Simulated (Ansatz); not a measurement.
# C2H5BN: the cost of one run

All numbers below are computed with Ansatz 0.2.0 (RKS PBE-D4/def2-SVP).

## Step 1: The system as given

Bond lengths: B1–C2 1.594 Å, C2–N3 1.359 Å, N3–C4 1.143 Å, B1–H5 1.162 Å, B1–H6 1.163 Å, C2–H7 1.097 Å, C2–H8 1.097 Å, C4–H9 1.061 Å. Angles: B1–C2–N3 114.6°, B1–C2–H7 109.5°, B1–C2–H8 108.9°, N3–C2–H7 108.6°, N3–C2–H8 108.6°, H7–C2–H8 106.3°, C2–B1–H5 116.4°, C2–B1–H6 120.7°, H5–B1–H6 122.9°, C2–N3–C4 176.0°, N3–C4–H9 178.9°.

As a file:

```xyz
9

B    -0.4033    1.3050   -0.5773
C     0.5518    0.3216    0.2361
N     0.1098   -0.9608    0.3150
C    -0.3260   -2.0173    0.3382
H    -0.0487    2.4068   -0.6747
H    -1.3995    0.9195   -1.0367
H     1.5491    0.3198   -0.2204
H     0.6792    0.7105    1.2542
H    -0.7123   -3.0050    0.3655
```

## Step 2: End point A

The input, input.yaml:

```yaml
crystal:
  periodic: [false, false, false]
  atoms:
    - { symbol: B, position_ang: [-0.40335, 1.30495, -0.57727] }
    - { symbol: C, position_ang: [0.55178, 0.32162, 0.23611] }
    - { symbol: "N", position_ang: [0.10984, -0.96078, 0.31505] }
    - { symbol: C, position_ang: [-0.32599, -2.0173, 0.33819] }
    - { symbol: H, position_ang: [-0.04872, 2.40675, -0.67469] }
    - { symbol: H, position_ang: [-1.39953, 0.9195, -1.03665] }
    - { symbol: H, position_ang: [1.54907, 0.31979, -0.22036] }
    - { symbol: H, position_ang: [0.67918, 0.71046, 1.25416] }
    - { symbol: H, position_ang: [-0.71228, -3.00501, 0.36547] }
total_charge: 1
basis:
  gaussian: { orbitals: def2-SVP }
hamiltonian:
  xc: pbe
  dispersion: d4
relax:
  f_tol: 0.02
  max_steps: 50
```

Command:

```console
$ ansatz run input.yaml --threads 1 --pin off --max-ram 2048MiB --backend cpu --events-out ev --progress --plain --runs-dir out
```

**Question.** How long does this run take on 1 thread of an Arm CPU, shared host, and how much memory does it need?

About 14 s, with a peak of 0.12 GiB.
